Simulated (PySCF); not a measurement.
**GaHClO (SMILES [O][GaH][Cl]) at 3 levels**

Aim: a comparison of 3 runs (GSOGGA11/aug-cc-pVDZ, CASCI(7,7)/cc-pVDZ, CIS/pob-TZVP) of GaHClO. The job is set up through a Python script.

The results are computed with PySCF 2.14.0.

9 further runs of the same task are left out: 3 that didn't finish, 6 set aside as unsound or not needed.

## (1) The system as given

GaHClO has 4 atoms, charge 0, and is taken as a doublet. SMILES: `[O][GaH][Cl]`. The coordinates come from a PBE0-D4/def2-TZVP relaxation.

Bond lengths: O1–Ga2 1.796 Å, Ga2–Cl3 2.128 Å, Ga2–H4 1.543 Å. Angles: O1–Ga2–Cl3 112.7°, O1–Ga2–H4 122.7°, Cl3–Ga2–H4 124.6°.

## (2) The energy at GSOGGA11/aug-cc-pVDZ (X2C-SO, Cartesian functions) (run 1)

input.py reads:

```python
# [O][GaH][Cl]
from pyscf import gto, dft

molecule = gto.Mole()
molecule.atom = [
    ('O', (-1.739800, -0.117700, -0.212200)),
    ('Ga', (0.030900, 0.144300, -0.061200)),
    ('Cl', (1.050700, -1.557300, 0.708800)),
    ('H', (0.713700, 1.470500, -0.455700)),
]
molecule.cart = True
molecule.max_memory = 1860
molecule.basis = 'aug-cc-pvdz'
molecule.spin = 1
molecule.verbose = 4
molecule.build()

myscf = dft.GKS(molecule, xc='sogga11').x2c1e()
myscf.collinear = 'col'
myscf.kernel()

e_tot = myscf.e_tot
print(f'total energy: {e_tot:.8f} hartree')
dip = myscf.dip_moment()
pop, q = myscf.mulliken_pop()
```

Run with:

```console
$ OMP_NUM_THREADS=1 python input.py
```

Log:

```text
PySCF version 2.14.0

[... 58 lines left out ...]
WARN: HOMO -0.334851224808085 == LUMO -0.334851224796744
[... 40 lines left out ...]
converged SCF energy = -2477.25932506279  <S^2> = 0.75639851  2S+1 = 2.0063883
total energy: -2477.25932506 hartree
Dipole moment(X, Y, Z, Debye):  1.00290,  1.27381, -0.32891
[... 10 lines left out ...]
charge of  3H =      0.71753  (     0.13611      0.14636 )
```

Wall time 24 s (1 thread of Arm Neoverse V1, shared host); peak memory 0.49 GiB.

## (3) A single-point energy at CASCI(7,7)/cc-pVDZ (run 2)

run.py reads:

```python
# [O][GaH][Cl]
from pyscf import gto, mcscf

mol = gto.Mole()
mol.atom = '''
O
Ga 1 1.796336
Cl 2 2.127988 1 112.71711
H 2 1.542936 1 122.68972 3 179.95921
'''
mol.verbose = 3
mol.spin = 1
mol.max_memory = 1860
mol.basis = 'cc-pvdz'
mol.build()

mf = mol.ROHF()
mf.level_shift = 0.2
mf.max_cycle = 100
mf.kernel()
if not mf.converged:
    mf = mf.newton().run(mf.mo_coeff, mf.mo_occ)

cas = mcscf.CASCI(mf, 7, 7)
cas.fix_spin_(ss=0.75)
cas.natorb = True
cas.kernel()
energy = cas.e_tot
print('E = %.10f Eh' % energy)
dip = mf.dip_moment()
pop, q = mf.mulliken_pop()
```

Run with:

```console
$ OMP_NUM_THREADS=1 python run.py
```

Log:

```text
converged SCF energy = -2458.19480092635
CASCI E = -2458.19771808413  E(CI) = -9.95780260143783  S^2 = 0.7500000
E = -2458.1977180841 Eh
Dipole moment(X, Y, Z, Debye):  1.38558,  0.00124, -1.84603
 ** Mulliken pop  **
pop of  0 O 1s            2.00196
pop of  0 O 2s            0.87681
pop of  0 O 3s            1.04301
pop of  0 O 2px           0.97033
pop of  0 O 2py           1.07353
pop of  0 O 2pz           0.59915
pop of  0 O 3px           0.69850
pop of  0 O 3py           0.79346
pop of  0 O 3pz           0.37541
pop of  0 O 3dxy          0.00125
pop of  0 O 3dyz          0.00000
pop of  0 O 3dz^2         0.00075
pop of  0 O 3dxz          0.00067
pop of  0 O 3dx2-y2       0.00187
pop of  1 Ga 1s           2.00000
pop of  1 Ga 2s           2.00024
pop of  1 Ga 3s           2.00567
pop of  1 Ga 4s           0.68624
pop of  1 Ga 5s           0.14387
pop of  1 Ga 2px          1.99999
pop of  1 Ga 2py          2.00000
pop of  1 Ga 2pz          2.00000
pop of  1 Ga 3px          1.99941
pop of  1 Ga 3py          2.00015
pop of  1 Ga 3pz          1.99933
pop of  1 Ga 4px          0.35307
pop of  1 Ga 4py          0.08434
pop of  1 Ga 4pz          0.43301
pop of  1 Ga 5px          0.04507
pop of  1 Ga 5py          0.06818
pop of  1 Ga 5pz          0.07326
pop of  1 Ga 3dxy         1.99249
pop of  1 Ga 3dyz         1.99078
pop of  1 Ga 3dz^2        1.99021
pop of  1 Ga 3dxz         1.99050
pop of  1 Ga 3dx2-y2      1.98916
pop of  1 Ga 4dxy         0.05717
pop of  1 Ga 4dyz         0.03600
pop of  1 Ga 4dz^2        0.06392
pop of  1 Ga 4dxz         0.08458
pop of  1 Ga 4dx2-y2      0.02511
pop of  2 Cl 1s           2.00007
pop of  2 Cl 2s           2.01076
pop of  2 Cl 3s           0.92405
pop of  2 Cl 4s           0.98922
pop of  2 Cl 2px          1.99959
pop of  2 Cl 2py          1.99960
pop of  2 Cl 2pz          1.99974
pop of  2 Cl 3px          1.05293
pop of  2 Cl 3py          1.04675
pop of  2 Cl 3pz          0.93972
pop of  2 Cl 4px          0.82254
pop of  2 Cl 4py          0.85278
pop of  2 Cl 4pz          0.67620
pop of  2 Cl 3dxy         0.00043
pop of  2 Cl 3dyz         0.00255
pop of  2 Cl 3dz^2        0.00739
pop of  2 Cl 3dxz         0.00545
pop of  2 Cl 3dx2-y2      0.00048
pop of  3 H 1s            0.68338
pop of  3 H 2s            0.42717
pop of  3 H 2px           0.00328
pop of  3 H 2py           0.00053
pop of  3 H 2pz           0.00692
 ** Mulliken atomic charges  **
charge of    0O =     -0.43672
charge of    1Ga =      0.88824
charge of    2Cl =     -0.33024
charge of    3H =     -0.12128
```

Wall time 1.8 s (1 thread of Arm Neoverse V1, shared host); peak memory 0.14 GiB.

## (4) The excited states at CIS/pob-TZVP (run 3)

run.py reads:

```python
from pyscf import gto, scf, tdscf

mol = gto.Mole()
mol.atom = '''
O     -3.287746    -0.222421    -0.401000
Ga     0.058393     0.272687    -0.115651
Cl     1.985535    -2.942870     1.339438
H      1.348698     2.778842    -0.861148
'''
mol.spin = 1
mol.max_memory = 1860
mol.symmetry = True
mol.verbose = 4
mol.unit = 'bohr'
mol.basis = 'pob-tzvp'
mol.build()

mf = scf.UHF(mol)
mf.max_cycle = 100
mf.kernel()

etot = mf.e_tot
print('E = %.10f Eh' % etot)

td = mf.TDA()
td.nstates = 10
td.kernel()
td.analyze()
roots = td.e * 27.211386
osc = td.oscillator_strength()
print('state   eV      nm      f')
for i, (w, f) in enumerate(zip(roots, osc), 1):
    print('%3d %9.4f %8.1f %9.5f' % (i, w, 1239.842 / w, f))
```

Run with:

```console
$ OMP_NUM_THREADS=1 python run.py
```

Log:

```text
PySCF version 2.14.0

[... 118 lines left out ...]
converged SCF energy = -2458.21430440641  <S^2> = 0.75902308  2S+1 = 2.0090028
[... 92 lines left out ...]
** Transition electric dipole moments (AU) **
[... 7 lines left out ...]
** Transition velocity dipole moments (imaginary part, AU) **
state          X           Y           Z        Dip. S.      Osc.
  1        -0.0004      0.0010      0.0028      0.0000      0.0004
  2        -0.0012     -0.0077      0.0027      0.0001      0.0007
  3        -0.0004      0.0010      0.0027      0.0000      0.0000
[... 6 lines of this table left out ...]
 10        -0.0002      0.0014      0.0016      0.0000      0.0000

** Transition magnetic dipole moments (imaginary part, AU) **
state          X           Y           Z
  1         0.9841      0.1464      0.0837
  2         0.1226     -0.3232     -0.8755
  3        -0.0507      0.1738     -0.0712
[... 6 lines of this table left out ...]
 10        -0.4074     -0.2294      0.0184
state   eV      nm      f
  1    0.4073   3044.0   0.00000
  2    1.8032    687.6   0.00001
  3    7.5359    164.5   0.00002
[... 6 lines of this table left out ...]
 10    8.8930    139.4   0.00038
```

It took 34 s on 1 thread of Arm Neoverse V1, shared host; peak memory 0.24 GiB.

The roots found:

| excited state | energy (eV) | strength |
| --- | --- | --- |
| 1 | 0.407 | 0.0000 |
| 2 | 1.803 | 0.0000 |
| 3 | 7.536 | 0.0000 |
| 4 | 8.108 | 0.0049 |
| 5 | 8.146 | 0.0106 |
| 6 | 8.447 | 0.0068 |
| 7 | 8.570 | 0.0036 |
| 8 | 8.630 | 0.0006 |
| 9 | 8.856 | 0.0023 |
| 10 | 8.893 | 0.0004 |

## (5) All runs side by side

| run | level | Cartesian functions | integration grid | energy (Eh) | dipole moment (D) of the reference | HOMO energy (eV) | LUMO energy (eV) | wall time |
| --- | --- | --- | --- | --- | --- | --- | --- | --- |
| 1 | GSOGGA11/aug-cc-pVDZ (X2C-SO, Cartesian functions) | yes | 3 | -2477.259325 | 1.65 | -7.19 | -6.38 | 24 s |
| 2 | CASCI(7,7)/cc-pVDZ | no | – | -2458.197718 | 2.31 | – | – | 1.8 s |
| 3 | CIS/pob-TZVP | no | – | -2458.214304 | 2.13 | -12.19 | 2.24 | 34 s |

## (6) Outcome

```
                                                         quantity           value
                         run 3: ground-state or mean-field energy  -2458.21430 Eh
                      run 3: dipole moment (Hartree–Fock density)          2.13 D
run 3: HOMO energy (Hartree–Fock orbitals) (highest over α and β)       -12.19 eV
 run 3: LUMO energy (Hartree–Fock orbitals) (lowest over α and β)         2.24 eV
                         run 3: ⟨S²⟩ of the reference determinant           0.759
                                  run 3: lowest excitation energy         0.41 eV
```

Some runs of one species differ in core potentials or relativity; totals across that change don't compare. All runs together took 60 s, the longest 34 s.
